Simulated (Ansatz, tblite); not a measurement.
# GeCl(NHMe)3 (C3H12ClGeN3): a ladder of methods and basis sets

The task here is to estimate one member of a computed series from the others.

The runs use Ansatz 0.2.0, Gaussian basis; as each input shows.

Plan: GFN1-xTB, GFN2-xTB, PBE-D4/def2-TZVP, r2SCAN-D4/def2-TZVP, r2SCAN0-D4/def2-TZVP, r2SCANh-D4/def2-TZVP, ωB97M-V/def2-TZVP, PBE-D4/def2-SVP, PBE0-D4/def2-SVP, HF/6-31G, B3LYP-D4/6-31G, PBE0-D4/def2-TZVPD, PBE-D4/def2-TZVPD, r2SCAN0-D4/def2-TZVPD, MP2/def2-TZVP, RPA/def2-TZVP.

2 further runs of the same task are left out: 2 set aside as unsound or not needed.

## The relaxed structure

The geometry is that of the singlet, from an earlier relaxation (PBE0-D4/def2-SVP).

20 atoms, charge 0, spin multiplicity 1.

Bond lengths: Ge1–Cl2 2.200 Å, Ge1–N3 1.808 Å, Ge1–N9 1.808 Å, Ge1–N15 1.808 Å, N3–C4 1.446 Å, N3–H5 1.015 Å, C4–H6 1.103 Å, C4–H7 1.101 Å, C4–H8 1.107 Å, N9–C10 1.446 Å, N9–H11 1.015 Å, C10–H12 1.103 Å, C10–H13 1.101 Å, C10–H14 1.107 Å, N15–C16 1.446 Å, N15–H17 1.015 Å, C16–H18 1.103 Å, C16–H19 1.101 Å and more. Angles: Cl2–Ge1–N3 108.7°, Cl2–Ge1–N9 108.7°, Cl2–Ge1–N15 109.1°, N3–Ge1–N9 110.2°, N3–Ge1–N15 110.1°, N9–Ge1–N15 110.0°, Ge1–N3–C4 123.1°, Ge1–N3–H5 112.8°, C4–N3–H5 114.1°, N3–C4–H6 110.6°, N3–C4–H7 110.1°, N3–C4–H8 114.4°, H6–C4–H7 106.8°, H6–C4–H8 108.0°, H7–C4–H8 106.7°, Ge1–N9–C10 122.8°, Ge1–N9–H11 112.7°, C10–N9–H11 114.1° and more.

PBE0-D4/def2-TZVP was run before; its log isn't repeated, and its numbers join the tables.

Set-up of the first run:

Tight binding, by tblite at 300 K electronic temperature and without a spin-polarisation term:

```python
tblite.interface.Calculator('GFN1-xTB', numbers, positions, charge=0, uhf=0).singlepoint()
```

Tight binding, by tblite at 300 K electronic temperature and without a spin-polarisation term:

```python
tblite.interface.Calculator('GFN2-xTB', numbers, positions, charge=0, uhf=0).singlepoint()
```

start.molden holds the orbitals of an earlier run on this state, given as this run's starting guess.

in.yaml reads:

```yaml
crystal:
  periodic: [false, false, false]
  atoms:
    - {symbol: Ge, position_ang: [-0.000354, 0.007856, -0.038329]}
    - {symbol: Cl, position_ang: [0.011048, -0.039577, 2.161533]}
    - {symbol: N, position_ang: [1.709255, 0.047060, -0.624648]}
    - {symbol: C, position_ang: [2.784428, 0.666683, 0.116683]}
    - {symbol: H, position_ang: [1.977018, -0.802667, -1.111799]}
    - {symbol: H, position_ang: [3.627780, 0.908573, -0.551892]}
    - {symbol: H, position_ang: [2.442699, 1.617969, 0.554074]}
    - {symbol: H, position_ang: [3.175118, 0.054429, 0.952103]}
    - {symbol: N, position_ang: [-0.882084, 1.490510, -0.580958]}
    - {symbol: C, position_ang: [-1.991028, 2.056085, 0.153785]}
    - {symbol: H, position_ang: [-0.267267, 2.181762, -0.999147]}
    - {symbol: H, position_ang: [-2.590529, 2.715264, -0.495932]}
    - {symbol: H, position_ang: [-2.663067, 1.254946, 0.498692]}
    - {symbol: H, position_ang: [-1.698201, 2.634412, 1.050661]}
    - {symbol: N, position_ang: [-0.836611, -1.470700, -0.658220]}
    - {symbol: C, position_ang: [-0.790390, -2.742331, 0.027578]}
    - {symbol: H, position_ang: [-1.732981, -1.264635, -1.088056]}
    - {symbol: H, position_ang: [-1.053676, -3.563252, -0.660014]}
    - {symbol: H, position_ang: [0.232422, -2.942344, 0.383010]}
    - {symbol: H, position_ang: [-1.453600, -2.810032, 0.910895]}
basis:
  gaussian: {orbitals: def2-TZVP, initial_orbitals: start.molden}
hamiltonian: {xc: pbe, dispersion: d4}
scf: {omitted_lower_state_checks: [starts]}
output: {orbitals: {seedname: orbitals}}
```

On the command line:

```
$ ansatz run in.yaml --threads 2 --pin off --events-out ev --progress --plain --max-ram 32768MiB --backend cuda --devices 0, --max-vram 18GiB
```

Steps of the session up to this table: PBE-D4/def2-TZVP; r2SCAN-D4/def2-TZVP; r2SCAN0-D4/def2-TZVP; r2SCANh-D4/def2-TZVP; ωB97M-V/def2-TZVP; PBE-D4/def2-SVP; PBE0-D4/def2-SVP; HF/6-31G; B3LYP-D4/6-31G; PBE0-D4/def2-TZVPD; PBE-D4/def2-TZVPD; r2SCAN0-D4/def2-TZVPD; MP2/def2-TZVP; RPA/def2-TZVP.

One table of the session follows, with a row left open; its other results are not shown here.

It belongs to the step «Binding energy». 

| level | binding an atom (eV) |
| --- | --- |
| HF/6-31G | 2.428 |
| HF/def2-TZVP | 2.617 |
| PBE-D4/def2-SVP | 3.839 |
| PBE-D4/def2-TZVP | 3.816 |
| PBE-D4/def2-TZVPD | 3.820 |
| r2SCAN-D4/def2-TZVP | 3.727 |
| r2SCANh-D4/def2-TZVP | 3.705 |
| B3LYP-D4/6-31G | 3.638 |
| PBE0-D4/def2-SVP | 3.772 |
| PBE0-D4/def2-TZVP | 3.748 |
| PBE0-D4/def2-TZVPD | 3.751 |
| r2SCAN0-D4/def2-TZVP | ? |
| r2SCAN0-D4/def2-TZVPD | 3.677 |
| ωB97M-V/def2-TZVP | 3.744 |
| MP2/def2-TZVP | 3.637 |

**Question.** Estimate the row for r2SCAN0-D4/def2-TZVP.

Worked estimate for «binding an atom (eV)». Against the share of exact exchange, r2SCAN-D4/def2-TZVP (0, 3.727), r2SCANh-D4/def2-TZVP (0.1, 3.705) give a slope of -0.220 per unit share; at 0.25 the line stands at 3.672.

**Answer.** binding an atom (eV): 3.674. In «binding an atom (eV)» the line misses by -0.002.

Limits of these values: Free atoms were run apart at each level; binding is atoms less cluster, divided by the number of atoms, without zero-point or spin-orbit terms.
